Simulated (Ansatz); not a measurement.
# ClGe₂H₄, SMILES [Cl][GeH][GeH3]: an atomisation energy

With Ansatz 0.2.0 through its Python package.

Typed at the interpreter:
```pycon
>>> from collections import Counter
>>> import ansatz as az
>>> def single_point(molecule, charge=0, unpaired=0):
...     calc = (
...         molecule.calculation()
...         .basis(gaussian='def2-TZVP')
...         .functional('CAM-B3LYP')
...     )
...     if charge:
...         calc = calc.charge(charge)
...     if unpaired:
...         calc = calc.spin('collinear', total=unpaired)
...     report = calc.run(threads=1).report
...     if report['published_state_doubts']:
...         print('  doubts:', report['published_state_doubts'])
...     return report['free_energy_ev']
...
>>> geometry_ang = [
...     ('Cl', [-2.4167, -1.4267, -0.2701]),
...     ('Ge', [-0.3043, -1.3965, -0.2331]),
...     ('Ge', [0.4705, 0.8608, -0.1615]),
...     ('H', [0.2573, -2.1496, 1.0215]),
...     ('H', [0.019, 1.6197, -1.421]),
...     ('H', [-0.0442, 1.5684, 1.1247]),
...     ('H', [2.0796, 0.856, -0.106]),
... ]
>>> system = az.Crystal.molecule()
>>> for symbol, xyz in geometry_ang:
...     system = system.atom(symbol, xyz)
...
>>> # unpaired electrons of the ground-state atoms
>>> unpaired = {'Cl': 1, 'Ge': 2, 'H': 1}
>>> counts = Counter(site.symbol for site in system.cartesian_sites)
>>> atom_energy = {s: single_point(az.Crystal.molecule().atom(s, (0, 0, 0)), 0, unpaired[s]) for s in counts}
>>> whole = single_point(system, 0, 1)
>>> for s, e in atom_energy.items():
...     print(f'{s:2s} x{counts[s]}  {e:14.5f} eV')
...
Cl x1    -12521.75822 eV
Ge x2    -56519.08593 eV
H  x4       -13.57334 eV
>>> print(f'ClGe2H4: {whole:.5f} eV')
ClGe2H4: -125631.70247 eV
>>> split = sum(counts[s] * e for s, e in atom_energy.items()) - whole
>>> print(f'atomisation energy (no zero-point term): {split:.3f} eV, {split / sum(counts.values()):.3f} eV an atom')
atomisation energy (no zero-point term): 17.479 eV, 2.497 eV an atom
```

17.479 eV from the electronic energies, without the zero-point term.

What to keep in mind:
- These settings explore the input space; basis and method may be short of convergence.
- The geometry is a force-field or estimated start, not a minimum of this method, and the basis set is short of its limit. All parts are taken at fixed geometry, without zero-point energy.
- The run takes the species as open-shell (spin multiplicity 2), which needn't be its ground state.
- Run time: 16 s on 1 thread of Arm Neoverse V2, with other jobs on the host, peak memory 0.67 GiB.
